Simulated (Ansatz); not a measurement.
# Titanium, omega (AlB2-type) under r²SCAN: structure, energy and stiffness

The plan for titanium in the omega (AlB2-type) structure: relax it, solve it on a dense k-mesh, then scale the cell to 7 volumes from 88 to 112 % of the relaxed one and try a fit of the equation of state. The start is ferromagnetic. The k-meshes are 8×8×11 for the relaxation; 11×11×15 for the dense run; 11×11×15 for the volumes.

Program: Ansatz 0.2.0. Level of theory: DFT r2SCAN, plane waves (500 eV) with PAW, scalar-relativistic; the PAW data stem from PBE, with regenerated cores. These are calculated values, not measurements.

## (1) The structure to begin with

The structure is hexagonal, space group P6/mmm (No. 191). The conventional cell has a = 4.638 Å, b = 4.638 Å, c = 2.843 Å, α = 90.00°, β = 90.00°, γ = 120.00°. Ti (site symmetry 6/mmm) has 14 Ti at 2.84 to 3.03 Å as nearest neighbours. Ti (site symmetry -6m2) has 11 Ti at 2.68 to 3.03 Å as nearest neighbours.

As a file:

```xyz
3
Lattice="4.6383 0.0000 0.0000 -2.3191 4.0169 0.0000 0.0000 0.0000 2.8433" Properties=species:S:1:pos:R:3 pbc="T T T"
Ti    0.0000    0.0000    0.0000
Ti    0.0000    2.6779    1.4216
Ti    2.3191    1.3390    1.4216
```

Starting moments (μB): +1 ×3.

## (2) Geometry optimisation

input.yaml reads:

```yaml
crystal:
  lattice:
    - [4.6382998794, 0.0, 0.0]
    - [-2.3191499397, 4.0168855259, 0.0]
    - [0.0, 0.0, 2.8432778261]
  atoms:
    - { symbol: Ti, position: [0.0, 0.0, 0.0], spin: 1.0 }
    - { symbol: Ti, position: [0.3333333333, 0.6666666667, 0.5], spin: 1.0 }
    - { symbol: Ti, position: [0.6666666667, 0.3333333333, 0.5], spin: 1.0 }
hamiltonian:
  xc: r2scan
  pseudopotentials:
    kind: paw
    azcp:
      Ti: "pseudopotentials/Ti.paw.azcp"
basis:
  ecutwfc: 500
  fft_grid_basis: typed
kpoints:
  mp_grid: { grid: [8, 8, 11], shift: [0, 0, 0] }
magnetization:
  spin_polarized: true
scf:
  occupations: { method: fermi_dirac, width: 0.05 }
relax:
  max_steps: 60
  f_tol: 0.01
  cell: {}
```

Further steps of the session: Single point on a dense mesh; The cell scaled to 88 % of its volume; The cell scaled to 92 % of its volume; The cell scaled to 96 % of its volume; The cell scaled to 100 % of its volume; The cell scaled to 104 % of its volume; The cell scaled to 108 % of its volume; The cell scaled to 112 % of its volume.

What does the calculation give? Wanted: space group; conventional cell; volume; shortest distance; gap on the mesh; magnetic state; relative to hcp.

The runs gave:

| quantity | value |
| --- | --- |
| space group (spins left aside) | P6/mmm (No. 191) |
| conventional cell | a = 4.605 Å, c = 2.801 Å (c/a = 0.608) |
| volume | 17.149 Å³/atom |
| shortest distance | 2.659 Å |
| gap on the mesh | none (levels filled in part) |
| magnetic state | ferrimagnetic, up to 0.46 μB per atom |
| relative to hcp | -18 meV/atom |

What this shows: The relaxation shrank the cell by 2.9 % in volume. It lies 18 meV/atom below the element's reference form at the same level (hcp, from a run of its own), so this level prefers it, against what is seen in nature. The final state is ferrimagnetic (largest moment 0.46 μB). That is not the order it started in. Levels at the Fermi energy are filled in part, as in a metal. The symmetry was held, so the structure may be unstable against distortions that break it.
